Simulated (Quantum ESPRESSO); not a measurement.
# HPbNO4 under changes of volume

One of the cells (14.261 Å³/atom); the others are scaled copies at fixed shape and fractional positions:

```xyz
14
Lattice="4.9245 0.0000 0.0000 0.0000 5.5972 0.0000 0.0000 0.0000 7.2435" Properties=species:S:1:pos:R:3 pbc="T T T"
H     0.0000    2.7986    1.3992
H     2.4623    0.0000    5.8442
Pb    2.4623    2.7986    6.8999
Pb    0.0000    0.0000    0.3436
N     0.0000    0.0000    4.6108
N     2.4623    2.7986    2.6327
O     0.0000    2.7986    0.4245
O     2.4623    0.0000    6.8190
O     0.0000    1.0953    5.2874
O     0.0000    4.5019    5.2874
O     0.0000    0.0000    3.3863
O     2.4623    3.8939    1.9561
O     2.4623    1.7033    1.9561
O     2.4623    2.7986    3.8571
```

The cell was built by a generator and needn't be a form met in nature.

```yaml
Program: Quantum ESPRESSO 7.5
Functional: PBE
Potentials_or_basis: SSSP 1.3 efficiency PBE
Cutoff: 816 eV
Density_cutoff: 6531 eV
k_mesh: 4 × 4 × 3
Occupations: fermi-dirac, width 0.05 eV
Spin: no spin polarisation
```

| volume (Å³/atom) | energy over the lowest point (meV/atom) | pressure (GPa) | gap on the mesh (eV) | largest force (eV/Å) |
| --- | --- | --- | --- | --- |
| 13.405 | 18.02 | 6.5 | 2.82 | 2.135 |
| 13.691 | ? | ? | ? | ? |
| 13.976 | 2.07 | 1.8 | 2.79 | 0.707 |
| 14.261 | 0.00 | -0.2 | 2.73 | 0.069 |
| 14.546 | 1.33 | -2.0 | 2.68 | 0.524 |
| 14.832 | 5.73 | -3.6 | 2.63 | 1.075 |
| 15.117 | 12.90 | -5.1 | 2.58 | 1.588 |

Task: What does the run at 13.691 Å³/atom give?

Result: Energy over the lowest point 7.93 meV/atom; pressure 4.1 GPa; gap on the mesh 2.82 eV; largest force 1.394 eV/Å.

Worked out: A Birch-Murnaghan fit of order 3 (a polynomial in V^(-2/3)) to the other rows has its minimum at 14.29 Å³/atom with B0 = V·E''(V) = 95 GPa and B' = 4.2 at fixed shape and positions, which overstates the stiffness. It gives 7.93 meV/atom at 13.691 Å³/atom, against the run's 7.93, and -dE/dV = 4.4 GPa, against 4.1. A parabola through the other rows of the gap, of slope -1.23 eV per unit of ln V there, gives 2.80 eV, against the run's 2.82.

Energies are extrapolated to zero smearing.

Caveats: spin-orbit coupling is left out, which as a rule narrows the gap of such compounds by several tenths of an eV; an odd mesh through Γ misses points on the zone boundary, where band edges often lie; forces of over 1 eV/Å show positions far from the minimum, so gaps and moduli don't describe the material at rest (some runs).
